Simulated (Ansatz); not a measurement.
BiTe:

```
CELL_PARAMETERS angstrom
2.42271 1.39875 3.31729
-2.42271 1.39875 3.31729
0.00000 -2.79750 3.31729
ATOMIC_POSITIONS crystal
Bi 0.50000 0.50000 0.50000
Te 0.00000 0.00000 0.00000
```

The cell comes from a database or a generator and needn't be the stable form of this composition.

* Program: Ansatz 0.2.0
* Task: relaxation of cell and atoms
* Functional: PBEsol
* Dispersion: D4
* Potentials or basis: Ansatz PAW
* Cutoff: 420 eV (not typed: the program's choice for these potentials)
* k mesh: 7 × 7 × 7
* Occupations: fermi-dirac, width 0.05 eV
* Spin: no spin polarisation

At the start: volume 33.72 Å³/atom.

Problem. Where does the relaxation end?

Solution. It ends after 7 steps and the volume is 30.86 Å³/atom (-8.5 %); space group R-3m (No. 166, to 0.05 Å).

The path:
```tsv
step	energy change (eV)	largest force (eV/Å)	volume (Å³)
1	0.0000	0.0000	67.45
2	-0.0457	0.0000	60.43
3	-0.0624	0.0000	62.64
4	-0.0645	0.0000	62.30
5	-0.0662	0.0000	61.66
6	-0.0663	0.0000	61.73
7	-0.0654	0.0000	61.73
```

Final structure:
```xyz
2
Lattice="2.4067 1.3895 3.0765 -2.4067 1.3895 3.0765 0.0000 -2.7790 3.0765" Properties=species:S:1:pos:R:3 pbc="T T T"
Bi    0.0000    0.0000    4.6148
Te    0.0000    0.0000    0.0000
```

Caveat: the plane-wave basis is chosen anew once the cell has moved, so the energies of steps on either side of that aren't comparable; pairwise dispersion overbinds metals, which lowers pressure and volume; the PAW data sets come from PBE, with cores solved anew for the run's functional, which leaves a small shift of forces and pressure.
